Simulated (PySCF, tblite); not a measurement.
# BH₆O₃Si₃ radical: geometry, infrared bands and EPR parameters

Aim: predict the infrared bands and EPR parameters of BH₆O₃Si₃ radical (`B[Si@@H]1O[SiH]O[SiH2]O1`).

The runs use tblite 0.8.0 and PySCF 2.14.0, with density-fitted response routines of our own; the level of theory stands in each step. All values are computed, except where a source is named. Atoms are numbered from 0 throughout.

### 1 The starting structure

13 atoms, charge 0, multiplicity 2; geometry from: force field or distance geometry start.

Bonds of the start (Å): B0–Si1 1.95, Si1–O2 1.70, O2–Si3 1.65, Si3–O4 1.67, O4–Si5 1.72, Si5–O6 1.72, O6–Si1 1.72, B0–H7 1.19, B0–H8 1.19, Si1–H9 1.48, Si3–H10 1.48, Si5–H11 1.48, Si5–H12 1.45.

### 2 Geometry optimisation with GFN2-xTB

What the job is given:

```
{"job": {"kind": "relax", "xc": "GFN2-xTB", "basis": "xTB"}, "charge": 0, "multiplicity": 2}
B     -1.981300     0.342200     0.471400
Si    -0.859100    -0.890400    -0.531100
O      0.146100    -1.777700     0.512700
Si     1.704400    -1.263400     0.726200
O      2.329200    -0.130100    -0.329000
Si     1.069100     0.990300    -0.677700
O     -0.015100     0.087000    -1.668300
H     -2.819100     0.928900    -0.139400
H     -1.596800     0.894500     1.448900
H     -1.789200    -1.793500    -1.238000
H      1.917600    -0.827700     2.126400
H      0.367400     1.232900     0.600800
H      1.522400     2.207500    -1.320800
```

Started as:

```bash
$ OMP_NUM_THREADS=1 python probes_run.py task.json out
```

One launch serves the whole session: the jobs run in the order shown.

Output:

```text
step      E/eV     max force
  0    -594.80669    2.895
  1    -595.16445    1.964
  2    -595.52744    2.293
  3    -595.64173    0.771
  4    -595.73149    0.612
  5    -595.78281    0.706
  6    -595.85105    0.694
  7    -595.91560    0.620
  8    -595.97510    0.652
  9    -596.04040    0.892
 10    -596.10280    1.066
 11    -596.16619    0.897
 12    -596.22407    0.448
 13    -596.24877    0.333
 14    -596.26615    0.409
 15    -596.29454    0.424
 16    -596.31913    0.456
 17    -596.34753    0.465
 18    -596.37074    0.541
 19    -596.38815    0.509
 20    -596.40361    0.319
 21    -596.41810    0.355
 22    -596.43134    0.284
 23    -596.44448    0.301
 24    -596.45490    0.231
 25    -596.46101    0.273
 26    -596.46677    0.200
 27    -596.47066    0.149
 28    -596.47478    0.171
 29    -596.47942    0.228
 30    -596.48539    0.231
 31    -596.49048    0.162
 32    -596.49366    0.160
 33    -596.49698    0.161
 34    -596.50225    0.232
 35    -596.50996    0.250
 36    -596.51891    0.276
 37    -596.52722    0.307
 38    -596.53502    0.245
 39    -596.54271    0.318
 40    -596.55369    0.339
 41    -596.56532    0.301
 42    -596.57597    0.266
 43    -596.58420    0.226
 44    -596.58966    0.207
 45    -596.59395    0.214
 46    -596.59873    0.165
 47    -596.60487    0.165
 48    -596.60973    0.207
 49    -596.61515    0.169
 50    -596.61904    0.177
 51    -596.62173    0.095
 52    -596.62351    0.120
 53    -596.62499    0.118
 54    -596.62709    0.113
 55    -596.62934    0.138
 56    -596.63209    0.145
 57    -596.63506    0.134
 58    -596.63805    0.156
 59    -596.64089    0.135
 60    -596.64330    0.148
 61    -596.64544    0.105
 62    -596.64750    0.122
 63    -596.64947    0.118
 64    -596.65089    0.088
 65    -596.65188    0.104
 66    -596.65279    0.073
 67    -596.65408    0.103
 68    -596.65607    0.110
 69    -596.65811    0.096
 70    -596.65925    0.101
 71    -596.66017    0.110
 72    -596.66132    0.097
 73    -596.66286    0.077
 74    -596.66411    0.081
 75    -596.66489    0.059
 76    -596.66540    0.048
 77    -596.66585    0.058
 78    -596.66632    0.051
 79    -596.66681    0.065
 80    -596.66726    0.050
 81    -596.66761    0.036
 82    -596.66781    0.035
 83    -596.66791    0.031
 84    -596.66818    0.038
 85    -596.66850    0.056
 86    -596.66887    0.050
 87    -596.66912    0.037
 88    -596.66925    0.022
 89    -596.66934    0.024
 90    -596.66946    0.031
 91    -596.66964    0.029
 92    -596.66993    0.031
 93    -596.67031    0.062
 94    -596.67043    0.041
 95    -596.67086    0.061
 96    -596.67104    0.069
 97    -596.67135    0.039
 98    -596.67148    0.036
 99    -596.67162    0.024
100    -596.67174    0.024
101    -596.67192    0.043
102    -596.67215    0.055
103    -596.67234    0.040
104    -596.67244    0.025
105    -596.67250    0.022
106    -596.67258    0.029
107    -596.67270    0.042
108    -596.67283    0.037
109    -596.67289    0.017
110    -596.67291    0.007
```

Wall time 0.8 s (1 thread of Arm Neoverse V2, shared host).

The steps of the relaxation: (not every step is listed)

| step | energy from step 0 (eV) | largest force (eV/Å) |
| --- | --- | --- |
| 0 | 0.0000 | 2.8954 |
| 1 | -0.3578 | 1.9637 |
| 2 | -0.7207 | 2.2933 |
| 3 | -0.8350 | 0.7710 |
| 4 | -0.9248 | 0.6121 |
| 5 | -0.9761 | 0.7058 |
| 6 | -1.0444 | 0.6937 |
| 7 | -1.1089 | 0.6197 |
| 8 | -1.1684 | 0.6523 |
| 17 | -1.5408 | 0.4650 |
| 26 | -1.6601 | 0.2004 |
| 35 | -1.7033 | 0.2495 |
| 44 | -1.7830 | 0.2074 |
| 53 | -1.8183 | 0.1185 |
| 62 | -1.8408 | 0.1219 |
| 71 | -1.8535 | 0.1097 |
| 80 | -1.8606 | 0.0499 |
| 89 | -1.8627 | 0.0241 |
| 98 | -1.8648 | 0.0358 |
| 105 | -1.8658 | 0.0216 |
| 106 | -1.8659 | 0.0289 |
| 107 | -1.8660 | 0.0421 |
| 108 | -1.8661 | 0.0375 |
| 109 | -1.8662 | 0.0167 |
| 110 | -1.8662 | 0.0070 |

Distances of close pairs at the start and the end, largest changes first:

| bond | before (Å) | after (Å) | change (Å) |
| --- | --- | --- | --- |
| Si5–O6 | 1.724 | 1.613 | -0.112 |
| O4–Si5 | 1.722 | 1.636 | -0.086 |
| Si1–O6 | 1.721 | 1.654 | -0.066 |
| O2–Si3 | 1.655 | 1.605 | -0.050 |
| Si3–O4 | 1.670 | 1.622 | -0.048 |
| Si3–H10 | 1.482 | 1.454 | -0.028 |
| Si5–H11 | 1.478 | 1.455 | -0.023 |
| Si1–O2 | 1.699 | 1.676 | -0.023 |

The final coordinates are the input of the step that follows.

### 3 Vibrational analysis with GFN2-xTB

What the job is given:

```
{"job": {"kind": "ir", "xc": "GFN2-xTB", "basis": "xTB"}, "charge": 0, "multiplicity": 2}
B     -2.348969     0.029626     0.749018
Si    -1.036992    -0.506477    -0.566361
O     -0.004591    -1.530051     0.268039
Si     1.496912    -1.299439     0.785689
O      2.154211     0.008599     0.087973
Si     1.445914     1.146268    -0.850899
O     -0.090726     0.734565    -1.114981
H     -3.431009    -0.416408     0.721649
H     -2.087282     0.725221     1.655409
H     -1.234897    -1.278916    -1.799555
H      1.533626    -1.094648     2.224825
H      1.443410     2.368526    -0.061268
H      2.156006     1.113620    -2.117264
```

Output:

```text
mode    cm-1     km/mol
  1      64.2      0.46
  2      88.1      1.32
  3     120.9      0.46
  4     139.0      6.49
  5     175.7      0.95
  6     222.0      6.57
  7     264.9     33.07
  8     268.2     27.43
  9     409.5      3.59
 10     492.7     52.24
 11     554.4     25.03
 12     581.6     29.64
 13     586.6     17.86
 14     589.9    123.30
 15     623.3     13.93
 16     649.7     16.58
 17     661.0     36.74
 18     681.2    129.15
 19     709.7     27.70
 20     725.4     80.86
 21     748.5     55.87
 22     779.4    298.76
 23     805.5    113.63
 24     929.3      9.29
 25     957.4    272.19
 26    1035.2    634.43
 27    1193.3     28.31
 28    2213.6    334.21
 29    2290.9    293.67
 30    2323.4    373.00
 31    2357.5    209.01
 32    2622.1    132.69
 33    2657.8    166.90
```

It took 0.46 s on 1 thread of Arm Neoverse V2, shared host.

Which atoms move in the most intense modes:

```csv
cm⁻¹,km/mol,atoms
779,298.8,"H11 45 %, H12 41 %, Si5 11 %"
957,272.2,"O2 37 %, O4 30 %, Si3 11 %"
1035,634.4,"O6 43 %, O4 28 %, Si3 11 %"
2214,334.2,H9 97 %
2291,293.7,H10 96 %
2323,373.0,H11 86 %
2358,209.0,"H12 88 %, H11 10 %"
2658,166.9,"H7 74 %, H8 16 %, B0 10 %"
```

### 4 EPR parameters: B3LYP/pcH-1

Same as in step 3 but for these lines:

```diff
@@ -1,2 +1,2 @@
-{"job": {"kind": "ir", "xc": "GFN2-xTB", "basis": "xTB"}, "charge": 0, "multiplicity": 2}
+{"job": {"kind": "epr", "basis": "pcH-1"}, "charge": 0, "multiplicity": 2}
 B     -2.348969     0.029626     0.749018
```

Level: UKS B3LYP, pcH-1 on B H O Si, non-relativistic, mean-field spin-orbit, GIAO.

Output:

```text
UKS, coarse grid
  cycle   1  E = -1122.46034425  |g| = 9.91e-01
  cycle   2  E = -1121.65042687  |g| = 1.73e+00
  cycle   3  E = -1122.80547824  |g| = 1.48e-01
  cycle   4  E = -1122.81267802  |g| = 1.05e-01
  cycle   5  E = -1122.81689116  |g| = 3.64e-02
  cycle   6  E = -1122.81744251  |g| = 6.82e-03
  cycle   7  E = -1122.81749128  |g| = 4.43e-03
  cycle   8  E = -1122.81750351  |g| = 1.87e-03
  cycle   9  E = -1122.81750614  |g| = 8.46e-04
UKS, final grid
  cycle   1  E = -1122.81752618  |g| = 1.25e-03
  cycle   2  E = -1122.81752503  |g| = 2.28e-03
  cycle   3  E = -1122.81752688  |g| = 1.73e-04
  cycle   4  E = -1122.81752690  |g| = 5.93e-05
  cycle   5  E = -1122.81752691  |g| = 6.03e-05
  cycle   6  E = -1122.81752692  |g| = 7.93e-06
E = -1122.81752692 Eh   <S^2> = 0.7518 (exact 0.7500)
g shifts (ppm)      1          2          3
  rmc          -167       -167       -167
  gc             83         82         21
  oz_so       -1050       -261        231
  total       -1135       -345         85
hyperfine (MHz)  atom isotope    a_iso     a_fc   dipolar eigenvalues
    0   11B       3.08       3.09     -2.30     -1.20      3.50
    1  29Si      -4.53      -4.56     -5.79      2.54      3.25
    2   17O     -69.19     -69.15    -16.51      7.60      8.91
    3  29Si    -772.48    -773.42   -134.93     65.73     69.20
    4   17O     -49.57     -49.52    -22.51     10.81     11.70
    5  29Si      -3.41      -3.42     -2.97      1.36      1.60
    6   17O      -1.24      -1.23     -1.28      0.54      0.73
    7    1H      -1.00      -1.00     -1.12     -0.19      1.30
    8    1H      -1.15      -1.15     -0.62     -0.26      0.89
    9    1H      -0.65      -0.65     -1.35     -0.88      2.23
   10    1H     212.64     212.64     -6.61     -0.65      7.26
   11    1H       6.99       6.99     -1.15     -0.94      2.09
   12    1H      -0.77      -0.77     -1.23     -1.06      2.29
```

Run time: 96 s. Hardware: 1 thread of Arm Neoverse V2, shared host; peak memory 1 GiB.

Principal g values 2.00118, 2.00197, 2.00240; g(iso) = 2.00185, against 2.00232 for a free electron.

Mean a(iso) over the nuclei that a row names, and the largest dipolar term of the row (other rows stand at the frozen geometry):

```csv
nuclei,isotope,a(iso) (MHz),"a(iso) (G, at g = 2.0023)",largest dipolar term (MHz)
Si3,29Si,-772.5,-275.6,-134.9
H10,1H,212.6,75.9,7.3
O2,17O,-69.2,-24.7,-16.5
O4,17O,-49.6,-17.7,-22.5
H11,1H,7.0,2.5,2.1
Si1,29Si,-4.5,-1.6,-5.8
Si5,29Si,-3.4,-1.2,-3.0
B0,11B,3.1,1.1,3.5
O6,17O,-1.2,-0.4,-1.3
"H7, H8",1H,-1.1,-0.4,1.3
H12,1H,-0.8,-0.3,2.3
H9,1H,-0.6,-0.2,2.2
```

Mulliken spin populations:

B0 0.03; Si1 0.01; O2 0.02; Si3 0.79; O4 0.04; Si5 0.00; O6 0.00; H7 0.00; H8 0.00; H9 0.00; H10 0.10; H11 0.01; H12 0.00

In first order the couplings over 0.8 MHz of 1H, 11B give 48 distinct lines over 82.4 G, if the averaged nuclei exchange fast; the same motion can average rows kept apart here too.

Orbitals, density, ELF and potential are computed afterwards from the orbital file.

ELF in a plane through or near 5 of the atoms.

Ten even steps from '0' (0.00) to '9' (1.00):
```
0000000000000000000000000000
0000000000000000000000000000
0000000000000000000000000000
0000000000000000000000000000
0000001210000100000000000000
0000069871014530000000000000
0000399995147862001001200000
0000399981067473266248982000
0000157717728772698499997000
0000000111013322793289998100
0000000378840011584079996000
0000003784862011011015741000
0000004788752111000000000000
0000000222236710000000000000
0000000000599980000000000000
0000000001799995000000000000
0000000000499994000000000000
0000000000035620000000000000
0000000000000000000000000000
0000000000000000000000000000
```
The map spans 12.2 Å across and 10.9 Å up, centred on the molecule. Atoms in the plane (x, y in Å): O4 (-2.0, -0.8), Si5 (-1.8, 0.8), O6 (-0.4, 1.3), H7 (3.5, 0.4), H10 (-0.6, -2.8).

On the surface of density 0.002 e/bohr³ the electrostatic potential runs, from the 1st to the 99th percentile, from -0.90 V near O4 to 2.01 V near B0.

The spin density lies nearest to Si3 64 %; H10 15 %; O2, O4 about 8 % each.

### 5 Summary of results

| quantity | value |
| --- | --- |
| strongest single infrared mode (GFN2-xTB) | 1035 cm⁻¹, 634 km/mol |
| zero-point energy (GFN2-xTB) | 42.2 kcal/mol |
| g(iso) (B3LYP) | 2.00185 |
| ⟨S²⟩ | 0.752 (exact 0.75) |
| largest a(iso) (averaged by class) | 29Si on Si3, -772.5 MHz |
| potential on the surface of density 0.002 e/bohr³, 1st and 99th percentile | -0.90 V and 2.01 V |

What this shows: Over 110 steps the energy fell by 1.866 eV; of the close pairs, Si5–O6 changed most, 1.724 to 1.613 Å. All 33 modes are real, so the xTB geometry is a minimum. The strongest single mode, at 1035 cm⁻¹, moves mainly O6 and O4. Unscaled tight-binding wavenumbers are off by several per cent, some by more. Its intensities can rank the bands wrongly. Most of the unpaired spin sits on Si3 (0.79 e). The isotropic g lies 0.5 ppt below the free-electron value. The conformer search found further structures of the same energy, which may be mirror or relabelled copies of this one.
